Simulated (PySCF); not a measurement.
# cyclo-(Me2SiS)3: geometry, NMR shifts and electronic excitations

Wanted: the NMR shifts and electronic excitations of cyclo-(Me2SiS)3, by calculation.

Computed with PySCF 2.14.0, with density-fitted response routines of our own, on a single molecule in the gas phase. Atoms are numbered from 0 throughout.

## Step 1: The molecule as given

30 atoms, charge 0, multiplicity 1; geometry from: GFN2-xTB. The atoms were then displaced at random by about 0.03 Å, so the start is not that level's minimum.

Bonds of the start (Å): Si0–C1 1.90, Si0–C2 1.77, Si0–S3 2.25, Si0–S11 2.15, C1–H12 1.06, C1–H13 1.07, C1–H14 1.08, C2–H15 1.08, C2–H16 1.07, C2–H17 1.14, S3–Si4 2.28, Si4–C5 1.87, Si4–C6 1.90, Si4–S7 2.14, C5–H18 1.12, C5–H19 1.14, C5–H20 1.08, C6–H21 1.05, C6–H22 1.14, C6–H23 1.13, S7–Si8 2.15, Si8–C9 1.89, Si8–C10 1.94, Si8–S11 2.21, C9–H24 1.11, C9–H25 1.04, C9–H26 1.09, C10–H27 1.06, C10–H28 1.13, C10–H29 1.07.

## Step 2: Relaxing the molecule at PBE0-D3(BJ)/def2-SVP

What the job is given:

```
{"job": {"xc": "PBE0", "basis": "def2-SVP", "d3": "d3bj", "grid": 1, "maxiter": 40, "shake": 0.03, "kind": "geom"}, "charge": 0, "multiplicity": 1}
Si     2.074220    -0.299930     0.496230
C      1.644710    -0.255010     2.344160
C      3.726400    -0.689530    -0.002810
S      1.773530     1.797290    -0.265040
Si    -0.452420     1.880750    -0.753130
C     -0.709190     1.290410    -2.504710
C     -0.941760     3.689110    -0.450350
S     -1.572990     0.755050     0.675450
Si    -1.256790    -1.326430     0.248300
C     -1.535750    -2.320360     1.827240
C     -2.441590    -1.914560    -1.171870
S      0.779080    -1.662160    -0.538090
H      2.267690     0.447820     2.839680
H      1.722630    -1.230390     2.787460
H      0.640630     0.075120     2.563540
H      4.050500    -1.608090     0.457080
H      3.916640    -0.698230    -1.059630
H      4.452850     0.073800     0.425470
H     -0.293750     0.253490    -2.616850
H     -1.825090     1.269980    -2.747960
H     -0.239280     1.931930    -3.229040
H     -0.910990     3.898880     0.573050
H     -0.291340     4.401780    -1.055490
H     -1.999860     3.863250    -0.818620
H     -0.729930    -2.122800     2.559900
H     -1.525400    -3.338680     1.602690
H     -2.510810    -2.127040     2.268880
H     -2.210650    -2.925170    -1.406810
H     -2.270790    -1.346670    -2.131210
H     -3.474040    -1.764690    -0.930760
```

Command:

```
OMP_NUM_THREADS=2 python probes_run.py task.json out
```

One launch serves the whole session: the jobs run in the order shown.

What it wrote:

```text
step   0  E = -2300.94138935  max force = 0.064098
step   1  E = -2300.97175636  max force = 0.013816
step   2  E = -2300.97364491  max force = 0.003424
step   3  E = -2300.97396003  max force = 0.001032
step   4  E = -2300.97404319  max force = 0.001003
step   5  E = -2300.97408803  max force = 0.000622
step   6  E = -2300.97410893  max force = 0.000260
step   7  E = -2300.97412891  max force = 0.000520
step   8  E = -2300.97414309  max force = 0.000747
step   9  E = -2300.97414956  max force = 0.000506
step  10  E = -2300.97414963  max force = 0.000207
optimisation converged
```

Wall time 6.4 min (2 threads of AMD EPYC 7R43, shared host); peak memory 2.5 GiB.

Along the way:

```csv
step,energy from step 0 (eV),largest force component (eV/Å)
0,0.0000,3.2961
1,-0.8263,0.7104
2,-0.8777,0.1761
3,-0.8863,0.0531
4,-0.8886,0.0516
5,-0.8898,0.0320
6,-0.8903,0.0134
7,-0.8909,0.0267
8,-0.8913,0.0384
9,-0.8915,0.0260
10,-0.8915,0.0106
```

Distances of close pairs at the start and the end, largest changes first:

```csv
bond,before (Å),after (Å),change (Å)
S3–Si4,2.280,2.160,-0.120
Si0–C2,1.769,1.867,+0.098
Si0–S3,2.251,2.159,-0.093
Si8–C10,1.941,1.869,-0.072
C9–H25,1.043,1.101,+0.059
C6–H21,1.045,1.100,+0.055
Si8–S11,2.208,2.159,-0.049
C5–H19,1.142,1.101,-0.041
```

The final coordinates are the input of the step that follows.

```csv
at the end point,value
point group (found at 0.08 Å tolerance),C2
"rotational constants (GHz, main isotopes)","0.499, 0.478, 0.330"
dipole moment (D),1.14
```

## Step 3: Nuclear shieldings: PBE0/pcSseg-1

What the job is given:

```
{"job": {"kind": "nmr", "xc": "PBE0", "basis": "pcSseg-1"}, "charge": 0, "multiplicity": 1}
Si     1.959876    -0.223213     0.487921
C      1.618508    -0.293577     2.323868
C      3.722446    -0.697409     0.095105
S      1.708602     1.797036    -0.229865
Si    -0.397703     1.874696    -0.702615
C     -0.673771     1.296316    -2.458185
C     -0.916177     3.653635    -0.471280
S     -1.580323     0.752789     0.719431
Si    -1.250050    -1.308113     0.164718
C     -1.538396    -2.303589     1.720115
C     -2.423822    -1.849600    -1.185063
S      0.735552    -1.618533    -0.624443
H      2.330830     0.365506     2.844978
H      1.739297    -1.319371     2.705431
H      0.601177     0.062097     2.541860
H      3.940396    -1.709620     0.469743
H      3.900814    -0.675798    -0.989814
H      4.416412     0.010770     0.574786
H     -0.294918     0.272822    -2.591434
H     -1.743857     1.328314    -2.715841
H     -0.122384     1.958333    -3.144267
H     -0.773312     3.969354     0.572461
H     -0.311616     4.308575    -1.118226
H     -1.977179     3.780053    -0.737134
H     -0.833677    -2.023014     2.515237
H     -1.411143    -3.375868     1.503293
H     -2.563155    -2.140541     2.090242
H     -2.246831    -2.906021    -1.442552
H     -2.295663    -1.244495    -2.093550
H     -3.463473    -1.742614    -0.838160
```

Method: GIAO PBE0/pcSseg-1 NMR shielding, non-relativistic, gas phase.

What it wrote:

```text
coarse grid: 27424 points
cycle   1  E = -2301.4097564590  dE =  9.205e-01  |g| = 7.463e-01  |ddm| = 5.120e+00
cycle   2  E = -2301.3938660573  dE =  1.589e-02  |g| = 7.981e-01  |ddm| = 1.454e+00
cycle   3  E = -2301.5527463028  dE = -1.589e-01  |g| = 6.657e-02  |ddm| = 8.297e-01
cycle   4  E = -2301.5539243714  dE = -1.178e-03  |g| = 2.768e-02  |ddm| = 1.522e-01
cycle   5  E = -2301.5541248089  dE = -2.004e-04  |g| = 4.148e-03  |ddm| = 4.594e-02
cycle   6  E = -2301.5541277245  dE = -2.916e-06  |g| = 2.857e-03  |ddm| = 1.011e-02
final grid: 234960 points
cycle   7  E = -2301.6285580394  dE = -4.127e-05  |g| = 1.544e-02  |ddm| = 4.679e-02
cycle   8  E = -2301.6285232961  dE =  3.474e-05  |g| = 1.908e-02  |ddm| = 3.902e-02
cycle   9  E = -2301.6286187478  dE = -9.545e-05  |g| = 6.583e-04  |ddm| = 2.247e-02
cycle  10  E = -2301.6286188488  dE = -1.010e-07  |g| = 2.965e-04  |ddm| = 1.506e-03
cycle  11  E = -2301.6286188736  dE = -2.483e-08  |g| = 4.889e-05  |ddm| = 4.655e-04
cycle  12  E = -2301.6286188742  dE = -5.512e-10  |g| = 1.145e-05  |ddm| = 8.331e-05
converged SCF energy = -2301.6286188742

GIAO shielding tensors (ppm)
atom      isotropic    diamagn.    paramagn.     s11        s22        s33       span
  0 Si     316.141     882.896    -566.754    301.851    317.439    329.134     27.283
  1 C      174.291     258.734     -84.443    161.782    175.176    185.915     24.133
  2 C      177.355     255.824     -78.469    169.197    172.765    190.103     20.905
  3 S      672.581    1064.626    -392.045    640.438    645.169    732.136     91.698
  4 Si     315.935     882.877    -566.942    301.692    316.724    329.387     27.695
  5 C      174.260     258.711     -84.451    161.578    175.083    186.118     24.540
  6 C      177.348     255.841     -78.493    169.187    172.773    190.083     20.896
  7 S      675.910    1065.981    -390.070    642.175    663.537    722.019     79.844
  8 Si     320.575     883.734    -563.159    302.107    308.482    351.136     49.029
  9 C      175.281     257.145     -81.864    166.900    170.780    188.162     21.261
 10 C      175.292     257.154     -81.861    166.925    170.789    188.162     21.236
 11 S      675.814    1065.972    -390.158    641.153    664.865    721.424     80.271
 12 H       30.854      30.961      -0.107     26.597     27.611     38.353     11.756
 13 H       31.016      32.295      -1.279     26.733     28.742     37.574     10.841
 14 H       29.640      35.740      -6.100     24.402     30.290     34.229      9.826
 15 H       30.820      29.932       0.887     25.955     28.446     38.057     12.102
 16 H       30.569      31.392      -0.823     25.918     29.061     36.728     10.810
 17 H       30.790      29.234       1.556     26.028     28.232     38.111     12.083
 18 H       29.625      35.712      -6.087     24.342     30.282     34.250      9.908
 19 H       31.019      32.255      -1.236     26.747     28.710     37.600     10.853
 20 H       30.856      30.956      -0.100     26.601     27.609     38.359     11.758
 21 H       30.569      31.398      -0.829     25.922     29.071     36.714     10.793
 22 H       30.789      29.227       1.562     26.022     28.226     38.119     12.097
 23 H       30.822      29.919       0.902     25.956     28.457     38.052     12.095
 24 H       30.642      33.901      -3.259     25.110     31.244     35.570     10.460
 25 H       30.923      30.563       0.360     26.881     27.720     38.169     11.288
 26 H       30.806      30.562       0.244     26.256     28.071     38.090     11.834
 27 H       30.802      30.555       0.247     26.244     28.065     38.097     11.853
 28 H       30.649      33.854      -3.206     25.148     31.224     35.573     10.425
 29 H       30.920      30.548       0.372     26.866     27.733     38.161     11.296
```

It took 1.8 min on 2 threads of AMD EPYC 7R43, shared host; peak memory 3.1 GiB.

The references, computed at this level on geometries of the same kind, shield at (ppm): ¹H TMS 31.27, ¹³C TMS 184.4, ²⁹Si TMS 352.0, ³³S CS2 496. Their shielding less the atom's gives the shift. The references are single molecules in the gas phase. Atoms listed in one row are averaged.

```csv
atoms,environment,σ (ppm),δ (ppm)
"C1, C2, C5, C6, C9, C10","carbon bonded to Si, 3 H",175.6,8.8
"H12, H13, H14, H15, H16 and 13 more",hydrogen on a carbon bonded to Si,30.67,0.59
"Si0, Si4, Si8","silicon bonded to 2 C, 2 S",317.6,34.4
"S3, S7, S11",sulfur bonded to 2 Si,675,-179
```

The run also stored atomic charges by several schemes (e):

```csv
atoms,Mulliken,IAO,Hirshfeld,ESP fit
"Si0, Si4, Si8",0.72,0.93,0.35,0.84
"C1, C2, C5, C6, C9, C10",-0.59,-0.72,-0.22,-0.78
"S3, S7, S11",-0.48,-0.46,-0.17,-0.47
```

Mayer bond orders: Si0–C1 0.97, Si0–C2 1.00, Si0–S3 0.98, Si0–S11 0.94, S3–Si4 0.98, Si4–C5 0.97, Si4–C6 1.00, Si4–S7 0.94, S7–Si8 0.95, Si8–C9 0.99, Si8–C10 0.99, Si8–S11 0.96.

Ring of atoms Si0, S3, Si4, S7, Si8, S11: NICS(0) -4.3, NICS(1) -3.1, NICS(1)zz 0.7 ppm (means of both faces).

The fields below are evaluated on a grid from the run's orbitals.

Frontier orbitals at PBE0/pcSseg-1, with the share of their density that lies nearest to each atom:

```csv
orbital,energy (eV),lies on
HOMO,-6.95,"S3 50 %; S7, S11 about 16 % each"
LUMO,0.25,"Si0, Si4 about 17 % each; S3 17 %; S7, S11 about 10 % each"
```

ELF in a plane through or near 7 of the atoms.

Values, 10 rows by 14 columns:
```
0.00 0.00 0.00 0.00 0.00 0.00 0.00 0.00 0.00 0.00 0.00 0.00 0.00 0.00
0.00 0.00 0.00 0.00 0.01 0.04 0.14 0.03 0.00 0.00 0.00 0.00 0.00 0.00
0.00 0.00 0.00 0.00 0.11 0.43 0.99 0.79 0.00 0.00 0.00 0.00 0.00 0.00
0.00 0.00 0.00 0.01 0.98 0.99 0.48 0.13 0.21 0.27 0.03 0.00 0.00 0.00
0.00 0.00 0.06 0.81 0.07 0.01 0.11 0.80 0.20 0.90 0.46 0.00 0.00 0.00
0.00 0.00 0.34 0.95 0.28 0.91 0.04 0.70 0.81 0.32 0.04 0.51 0.02 0.00
0.00 0.00 0.02 0.86 0.96 0.18 0.13 0.22 0.24 0.82 0.41 0.99 0.59 0.00
0.00 0.00 0.00 0.01 0.03 0.02 0.73 0.75 0.02 0.30 0.94 0.50 0.02 0.00
0.00 0.00 0.00 0.00 0.00 0.00 0.08 0.12 0.00 0.01 0.23 0.03 0.00 0.00
0.00 0.00 0.00 0.00 0.00 0.00 0.00 0.00 0.00 0.00 0.00 0.00 0.00 0.00
```
The map spans 12.7 Å across and 12.3 Å up, centred on the molecule. Atoms in the plane (x, y in Å): C2 (2.8, -2.1), C5 (-2.4, -0.7), S11 (1.0, 0.6), H15 (3.7, -1.5), H19 (-3.3, 0.0), H27 (-0.6, 3.5), H28 (-1.9, 2.3).

On the surface of density 0.002 e/bohr³ the electrostatic potential runs, from the 1st to the 99th percentile, from -0.91 V near S3 to 0.82 V near H25.

## Step 4: Ultraviolet spectrum: B3LYP/def2-SVPD

The job, as its differences from that of step 3:

```diff
@@ -1,2 +1,2 @@
-{"job": {"kind": "nmr", "xc": "PBE0", "basis": "pcSseg-1"}, "charge": 0, "multiplicity": 1}
+{"job": {"kind": "uv", "xc": "B3LYP", "basis": "def2-SVPD", "ip": false, "nstates": 10}, "charge": 0, "multiplicity": 1}
 Si     1.959876    -0.223213     0.487921
```

Method: TDDFT B3LYP/def2-SVPD, vertical, gas phase, core orbitals frozen in the response.

What it wrote:

```text
coarse grid: 27424 points
cycle   1  E = -2301.6838100212  dE =  8.141e-01  |g| = 8.173e-01  |ddm| = 9.931e+00
cycle   2  E = -2301.6308620753  dE =  5.295e-02  |g| = 9.245e-01  |ddm| = 3.300e+00
cycle   3  E = -2301.8609255465  dE = -2.301e-01  |g| = 8.533e-02  |ddm| = 1.862e+00
cycle   4  E = -2301.8629850630  dE = -2.060e-03  |g| = 3.146e-02  |ddm| = 3.871e-01
cycle   5  E = -2301.8632823073  dE = -2.972e-04  |g| = 7.908e-03  |ddm| = 1.052e-01
cycle   6  E = -2301.8633007756  dE = -1.847e-05  |g| = 1.290e-03  |ddm| = 2.157e-02
cycle   7  E = -2301.8633012287  dE = -4.530e-07  |g| = 3.148e-04  |ddm| = 5.388e-03
final grid: 234960 points
cycle   8  E = -2302.1242419395  dE = -7.415e-05  |g| = 7.317e-03  |ddm| = 2.290e-01
cycle   9  E = -2302.1242332167  dE =  8.723e-06  |g| = 9.291e-03  |ddm| = 3.329e-02
cycle  10  E = -2302.1242561297  dE = -2.291e-05  |g| = 4.256e-04  |ddm| = 1.637e-02
cycle  11  E = -2302.1242561820  dE = -5.233e-08  |g| = 1.842e-04  |ddm| = 1.773e-03
cycle  12  E = -2302.1242561919  dE = -9.872e-09  |g| = 4.429e-05  |ddm| = 5.421e-04
cycle  13  E = -2302.1242561924  dE = -5.584e-10  |g| = 1.498e-05  |ddm| = 1.540e-04
converged SCF energy = -2302.1242561924

Static polarisability (au): isotropic 209.358, principal 184.173 220.502 223.400

Singlet excitations
state   eV       nm        f      main configurations
  1   5.6082    221.1   0.01205   H->L+1 0.93
  2   5.7018    217.4   0.00063   H->L+2 0.63, H->L 0.25
  3   5.8991    210.2   0.05405   H->L 0.71, H->L+2 0.24
  4   5.9722    207.6   0.00537   H-1->L+2 0.65, H-2->L+1 0.18, H-1->L 0.11
  5   6.0442    205.1   0.01433   H-1->L+1 0.71, H-2->L+2 0.13
  6   6.1623    201.2   0.00416   H-2->L+1 0.65, H-1->L+2 0.24
  7   6.2143    199.5   0.00006   H-2->L+2 0.57, H-1->L+1 0.21, H-2->L 0.11
  8   6.2460    198.5   0.03654   H-1->L 0.82, H-2->L+1 0.10
  9   6.2793    197.4   0.06283   H->L+3 0.59, H-2->L 0.32
 10   6.3942    193.9   0.03520   H-2->L 0.47, H->L+3 0.20, H-2->L+2 0.19

Triplet excitations (Tamm-Dancoff, eV): 5.3310 5.4693 5.7126 5.7247
```

Wall time 3 min (2 threads of AMD EPYC 7R43, shared host); peak memory 2.8 GiB.

Frontier orbitals and where they lie:

```csv
orbital,eV,atoms
HOMO−3,-8.03,"S7 34 %, S11 33 %, S3 7 %"
HOMO−2,-7.08,"S3 23 %, S11 22 %, S7 18 %"
HOMO−1,-7.00,"S7 35 %, S11 30 %, S3 13 %"
HOMO,-6.63,"S3 46 %, S11 17 %, S7 17 %"
LUMO,-0.07,"S7 12 %, S11 11 %, S3 11 %"
LUMO+1,-0.01,"S3 23 %, S7 13 %, S11 13 %"
LUMO+2,0.06,"S11 24 %, S7 23 %, Si8 17 %"
```

With each of the 10 states as a Gaussian band of 0.4 eV half-width at 1/e, the curve within the window shown has maxima at 200 nm (ε 7,200) L/(mol cm). Beyond the last state computed it falls off for lack of states. The curve at chosen wavelengths:

| nm | ε (L/mol/cm) |
| --- | --- |
| 185 | 2223 |
| 187 | 3072 |
| 190 | 4463 |
| 192 | 5350 |
| 195 | 6427 |
| 197 | 6893 |
| 200 | 7163 |
| 202 | 7074 |
| 205 | 6621 |
| 207 | 6165 |
| 210 | 5351 |
| 212 | 4769 |
| 215 | 3899 |
| 217 | 3348 |
| 220 | 2595 |
| 222 | 2153 |
| 225 | 1586 |
| 227 | 1274 |
| 230 | 895 |
| 232 | 697 |
| 235 | 468 |
| 237 | 354 |
| 240 | 228 |
| 242 | 167 |
| 245 | 103 |
| 247 | 74 |

Leading natural transition orbitals of singlet state 9: the hole lies on S3 60 %; S7, S11 about 12 % each; the particle on S3 16 %; Si0, Si4 about 12 % each; H17, H22 about 6 % each.

Leading natural transition orbitals of singlet state 1: the hole lies on S3 64 %; S7, S11 about 10 % each; the particle on S3 21 %; Si0, Si4 about 16 % each; S7, S11 about 9 % each.

Further results of this job:

```csv
property,computed
dipole moment (D),1.06
polarisability (Å³),31.02
HOMO–LUMO gap (eV),6.56
−ε(HOMO) (eV),6.63
```

## Step 5: NMR shieldings: B3LYP/pcSseg-1

The job, as its differences from that of step 4:

```diff
@@ -1,2 +1,2 @@
-{"job": {"kind": "uv", "xc": "B3LYP", "basis": "def2-SVPD", "ip": false, "nstates": 10}, "charge": 0, "multiplicity": 1}
+{"job": {"kind": "nmr", "xc": "B3LYP", "basis": "pcSseg-1", "pop": false}, "charge": 0, "multiplicity": 1}
 Si     1.959876    -0.223213     0.487921
```

Method: GIAO B3LYP/pcSseg-1 NMR shielding, non-relativistic, gas phase.

What it wrote:

```text
coarse grid: 27424 points
cycle   1  E = -2302.5450897197  dE =  8.963e-01  |g| = 8.664e-01  |ddm| = 5.114e+00
cycle   2  E = -2302.4813551925  dE =  6.373e-02  |g| = 1.006e+00  |ddm| = 1.763e+00
cycle   3  E = -2302.7369442958  dE = -2.556e-01  |g| = 7.744e-02  |ddm| = 1.022e+00
cycle   4  E = -2302.7385487147  dE = -1.604e-03  |g| = 3.254e-02  |ddm| = 1.753e-01
cycle   5  E = -2302.7388191627  dE = -2.704e-04  |g| = 4.665e-03  |ddm| = 5.040e-02
cycle   6  E = -2302.7388224654  dE = -3.303e-06  |g| = 3.405e-03  |ddm| = 1.107e-02
cycle   7  E = -2302.7388254544  dE = -2.989e-06  |g| = 1.613e-04  |ddm| = 4.687e-03
final grid: 234960 points
cycle   8  E = -2302.8160098714  dE = -4.533e-05  |g| = 8.186e-03  |ddm| = 3.815e-02
cycle   9  E = -2302.8159998337  dE =  1.004e-05  |g| = 1.023e-02  |ddm| = 1.527e-02
cycle  10  E = -2302.8160266286  dE = -2.679e-05  |g| = 6.428e-04  |ddm| = 9.083e-03
cycle  11  E = -2302.8160267219  dE = -9.336e-08  |g| = 1.642e-04  |ddm| = 1.192e-03
cycle  12  E = -2302.8160267279  dE = -5.957e-09  |g| = 5.090e-05  |ddm| = 2.607e-04
cycle  13  E = -2302.8160267284  dE = -4.984e-10  |g| = 1.916e-05  |ddm| = 9.198e-05
converged SCF energy = -2302.8160267284

GIAO shielding tensors (ppm)
atom      isotropic    diamagn.    paramagn.     s11        s22        s33       span
  0 Si     298.818     883.512    -584.694    284.546    299.578    312.330     27.784
  1 C      168.859     257.765     -88.906    155.967    169.672    180.937     24.970
  2 C      172.114     254.382     -82.268    163.753    167.244    185.345     21.592
  3 S      650.695    1065.380    -414.684    619.002    621.441    711.643     92.641
  4 Si     298.607     883.490    -584.883    284.364    298.848    312.608     28.244
  5 C      168.839     257.746     -88.907    155.771    169.589    181.158     25.388
  6 C      172.109     254.402     -82.292    163.748    167.256    185.325     21.577
  7 S      655.069    1066.991    -411.921    620.289    639.038    705.880     85.591
  8 Si     303.338     884.357    -581.019    284.195    292.491    333.328     49.133
  9 C      170.031     255.932     -85.901    161.400    165.274    183.420     22.020
 10 C      170.046     255.937     -85.891    161.432    165.285    183.422     21.990
 11 S      654.981    1066.986    -412.005    619.267    640.428    705.247     85.979
 12 H       30.986      31.065      -0.080     26.941     27.895     38.121     11.181
 13 H       31.121      32.503      -1.382     26.988     29.003     37.373     10.385
 14 H       29.750      36.433      -6.683     24.725     30.404     34.120      9.394
 15 H       30.961      30.018       0.943     26.315     28.688     37.879     11.563
 16 H       30.725      31.581      -0.856     26.310     29.303     36.563     10.254
 17 H       30.935      29.256       1.679     26.386     28.492     37.927     11.541
 18 H       29.734      36.404      -6.670     24.665     30.393     34.143      9.478
 19 H       31.124      32.460      -1.337     27.002     28.971     37.398     10.396
 20 H       30.988      31.059      -0.071     26.943     27.893     38.129     11.186
 21 H       30.725      31.589      -0.864     26.313     29.312     36.551     10.238
 22 H       30.934      29.249       1.685     26.380     28.487     37.936     11.555
 23 H       30.962      30.004       0.959     26.315     28.699     37.873     11.558
 24 H       30.779      34.322      -3.543     25.491     31.451     35.395      9.905
 25 H       31.055      30.644       0.411     27.214     27.978     37.975     10.761
 26 H       30.934      30.663       0.271     26.583     28.320     37.899     11.316
 27 H       30.931      30.656       0.274     26.571     28.314     37.906     11.336
 28 H       30.786      34.270      -3.484     25.528     31.432     35.399      9.870
 29 H       31.053      30.626       0.426     27.199     27.991     37.968     10.768
```

It took 79 s on 2 threads of AMD EPYC 7R43, shared host; peak memory 3.1 GiB.

In short: δ C1 8.9, Si0 37.6, S3 -168, H12 0.58 ppm (means over like atoms).

## Step 6: Comparing the runs: NMR shifts

Shifts (ppm), means over like atoms, with basis size and wall time:

```csv
run,C1,H12,Si0,S3,functions,time
PBE0/pcSseg-1,8.8,0.59,34.4,-179,336,1.8 min
B3LYP/pcSseg-1,8.9,0.58,37.6,-168,336,79 s
```

## Step 7: Results

```
                                                                  quantity                        value
                                                               point group                           C2
                                      rotational constants (main isotopes)         0.50, 0.48, 0.33 GHz
   ¹³C shifts against TMS (PBE0/pcSseg-1, means over atoms taken as alike)                      8.8 ppm
    ¹H shifts against TMS (PBE0/pcSseg-1, means over atoms taken as alike)                     0.59 ppm
  ²⁹Si shifts against TMS (PBE0/pcSseg-1, means over atoms taken as alike)                     34.4 ppm
   ³³S shifts against CS2 (PBE0/pcSseg-1, means over atoms taken as alike)                     -179 ppm
potential on the surface of density 0.002 e/bohr³, 1st and 99th percentile           -0.91 V and 0.82 V
                                          lowest singlet (B3LYP/def2-SVPD)  5.61 eV (221 nm), f = 0.012
                                  brightest single state of those computed  state 9, 6.28 eV, f = 0.063
                                                            lowest triplet                      5.33 eV
                            range of the shift of S3 (with its like atoms)             -179 to -168 ppm
```

**Reading.** The start of the PBE0/def2-SVP relaxation was shaken at random by about 0.03 Å, so part of the energy gained, and of the first lengths quoted, undoes that. The optimisation took 10 steps and gained 0.891 eV; among the close pairs (by a distance rule), S3–Si4 changed most, from 2.280 to 2.160 Å. At PBE0/pcSseg-1: The widest tensor belongs to S3, S7, S11: span 84 ppm, with a paramagnetic part of -391 ppm. The lowest singlet, at 5.61 eV, is HOMO→LUMO+1 0.93 and is weak; of the 10 states computed, the strongest absorption comes from state 9 at 6.28 eV (the last state computed absorbs too, and its partners may lie past the list). The lowest triplet lies 0.28 eV below the lowest singlet (triplets in Tamm-Dancoff, singlets in full TDDFT). In ppm, S3 (with its like atoms) moves most: its shift spreads over 11 ppm, from -179 (PBE0/pcSseg-1) to -168 (B3LYP/pcSseg-1).
